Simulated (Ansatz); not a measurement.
# BH5SiZn: small, medium and large basis sets

Aim: see how fast density functionals converge with the basis set for BH5SiZn.

Program: Ansatz 0.2.0, Gaussian basis. Level of theory: one geometry, several basis sets. These are calculated values, not measurements.

The runs, in order: PBE0-D4/def2-SVP; ωB97M-V/def2-SVP; PBE0-D4/def2-QZVPP; ωB97M-V/def2-QZVPP; the functionals' def2-TZVPP values are taken from earlier runs.

**1. The relaxed structure**

An earlier PBE0-D4 in a triple-zeta def2 set relaxation fixed the geometry.

SMILES `[BH2][Zn][SiH3]`, 8 atoms, charge 0, spin multiplicity 1.

Atoms are counted from 1 here; the program's logs count them from 0.

Bond lengths: B1–Zn2 2.090 Å, B1–H4 1.200 Å, B1–H5 1.200 Å, Zn2–Si3 2.396 Å, Si3–H6 1.494 Å, Si3–H7 1.494 Å, Si3–H8 1.494 Å. Angles: Zn2–B1–H4 122.6°, Zn2–B1–H5 122.6°, H4–B1–H5 114.8°, B1–Zn2–Si3 179.9°, Zn2–Si3–H6 112.4°, Zn2–Si3–H7 112.5°, Zn2–Si3–H8 112.5°, H6–Si3–H7 106.3°, H6–Si3–H8 106.3°, H7–Si3–H8 106.3°.

**2. PBE0-D4 in def2-SVP**

File in.yaml:

```yaml
crystal:
  periodic: [false, false, false]
  atoms:
    - {symbol: B, position_ang: [-1.373449, 1.326792, -1.692008]}
    - {symbol: Zn, position_ang: [-0.239381, 0.235492, -0.316112]}
    - {symbol: Si, position_ang: [1.056961, -1.014379, 1.263950]}
    - {symbol: H, position_ang: [-1.852058, 0.830447, -2.674181]}
    - {symbol: H, position_ang: [-1.597287, 2.498456, -1.560879]}
    - {symbol: H, position_ang: [0.572961, -0.834915, 2.665558]}
    - {symbol: H, position_ang: [1.027809, -2.483090, 0.994423]}
    - {symbol: H, position_ang: [2.496544, -0.615902, 1.263450]}
basis:
  gaussian: {orbitals: def2-SVP}
hamiltonian: {xc: pbe0, dispersion: d4}
output: {orbitals: {seedname: orbitals}}
```

On the command line:

```bash
$ ansatz run in.yaml --threads 2 --pin off --events-out ev --progress --plain --max-ram 4352MiB
```

Further steps of the session: ωB97M-V in def2-SVP; PBE0-D4 in def2-QZVPP; ωB97M-V in def2-QZVPP.

**Question.** What will the summary of the whole plan be? Wanted: PBE0-D4: double and triple zeta above quadruple; ωB97M-V: double and triple zeta above quadruple.

As calculated:

| quantity | value |
| --- | --- |
| PBE0-D4: double and triple zeta above quadruple | 11.99, 1.47 eV |
| ωB97M-V: double and triple zeta above quadruple | 12.05, 1.42 eV |

For PBE0-D4 the step from double to triple zeta gains 10.52 eV and the next only 1.47 eV. These are total energies; as a rule much of such shifts cancels in differences, which this series doesn't test.
